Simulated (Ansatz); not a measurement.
# H₆O₄SiTi: up Jacob's ladder to CCSD(T)

One table from this session's results is given with a row withheld; the runs are named, their logs left out.

Method: functionals in def2-TZVPP, the program's frozen cores in correlated methods; program: Ansatz 0.2.0, Gaussian basis.

Levels to be run: LDA (SPW92), PBE-D4, revPBE-D4, BLYP-D4, r2SCAN-D4, B97M-V, PBE0-D4, B3LYP-D4, r2SCANh-D4, r2SCAN0-D4, HSE06-D4, BHLYP-D4, CAM-B3LYP-D4, LC-ωPBE, ωB97X-V, ωB97M-V, B2PLYP, PBE-QIDH; CCSD(T)/def2-SVP; MP2/def2-TZVPP; MP2/def2-QZVPP; RPA on PBE.

## The relaxed structure

The geometry comes from an earlier relaxation with PBE0-D4 in a triple-zeta def2 set; it is a stationary point, not always the lowest conformer.

SMILES `[OH][Ti]([OH])([OH])[O][SiH3]`, 12 atoms, charge 0, spin multiplicity 1.

Atoms are counted from 1 here; the program's logs count them from 0.

Bond lengths: O1–Ti2 1.796 Å, O1–H7 0.958 Å, Ti2–O3 1.796 Å, Ti2–O4 1.796 Å, Ti2–O5 1.799 Å, O3–H8 0.958 Å, O4–H9 0.958 Å, O5–Si6 1.631 Å, Si6–H10 1.487 Å, Si6–H11 1.487 Å, Si6–H12 1.487 Å. Angles: Ti2–O1–H7 130.9°, O1–Ti2–O3 109.3°, O1–Ti2–O4 109.2°, O1–Ti2–O5 109.7°, O3–Ti2–O4 109.3°, O3–Ti2–O5 109.6°, O4–Ti2–O5 109.7°, Ti2–O3–H8 131.0°, Ti2–O4–H9 131.1°, Ti2–O5–Si6 178.2°, O5–Si6–H10 110.0°, O5–Si6–H11 110.0°, O5–Si6–H12 109.9°, H10–Si6–H11 109.0°, H10–Si6–H12 109.0°, H11–Si6–H12 109.0°.

Set-up of the first run:

in.yaml reads:

```yaml
crystal:
  periodic: [false, false, false]
  atoms:
    - {symbol: O, position_ang: [-1.764294, -1.468106, -0.332013]}
    - {symbol: Ti, position_ang: [-0.596315, -0.484183, 0.612993]}
    - {symbol: O, position_ang: [0.335851, -1.558607, 1.709308]}
    - {symbol: O, position_ang: [-1.495597, 0.724193, 1.590626]}
    - {symbol: O, position_ang: [0.529845, 0.360698, -0.507592]}
    - {symbol: Si, position_ang: [1.520322, 1.169096, -1.519693]}
    - {symbol: H, position_ang: [-2.719583, -1.425940, -0.387020]}
    - {symbol: H, position_ang: [0.303800, -2.507462, 1.835395]}
    - {symbol: H, position_ang: [-1.523831, 0.872905, 2.536314]}
    - {symbol: H, position_ang: [1.343434, 2.635021, -1.341302]}
    - {symbol: H, position_ang: [1.207360, 0.812144, -2.929196]}
    - {symbol: H, position_ang: [2.936107, 0.815043, -1.233821]}
basis:
  gaussian: {orbitals: def2-TZVPP}
hamiltonian: {xc: lda}
output: {orbitals: {seedname: orbitals}}
```

The run is started by

```bash
> ansatz run in.yaml --threads 4 --pin off --events-out ev --progress --plain --max-ram 11315MiB
```

Among the steps run: LDA; PBE-D4 (GGA); revPBE-D4 (GGA); BLYP-D4 (GGA); r2SCAN-D4 (meta-GGA); B97M-V (meta-GGA); PBE0-D4 (hybrid); B3LYP-D4 (hybrid); r2SCANh-D4 (hybrid); r2SCAN0-D4 (hybrid); HSE06-D4 (hybrid); BHLYP-D4 (hybrid); CAM-B3LYP-D4 (range-separated); LC-ωPBE (range-separated); ωB97X-V (range-separated); ωB97M-V (range-separated); B2PLYP (double hybrid); PBE-QIDH (double hybrid).

One table of the session follows, with a row left open; its other results are not shown here.

It belongs to the step «Frontier levels by functional». 

```
  functional  HOMO (eV)  gap (eV)
 LDA (SPW92)          ?         ?
      PBE-D4      -7.04      4.72
   revPBE-D4      -6.98      4.75
     BLYP-D4      -6.95      4.71
   r2SCAN-D4      -7.40      5.17
      B97M-V      -7.50      5.24
     PBE0-D4      -8.52      7.21
    B3LYP-D4      -8.31      6.69
  r2SCANh-D4      -7.95      6.11
  r2SCAN0-D4      -8.77      7.54
    HSE06-D4      -8.12      6.42
    BHLYP-D4      -9.95      9.81
CAM-B3LYP-D4      -9.95      9.75
     LC-ωPBE     -11.28     12.27
     ωB97X-V     -10.95     11.91
     ωB97M-V     -10.82     11.62
```

Estimate the missing values for LDA (SPW92).

The run gave: HOMO (eV): -7.16; gap (eV): 4.62. In the column «HOMO (eV)» it lies between r2SCAN-D4 (-7.40) and PBE-D4 (-7.04).
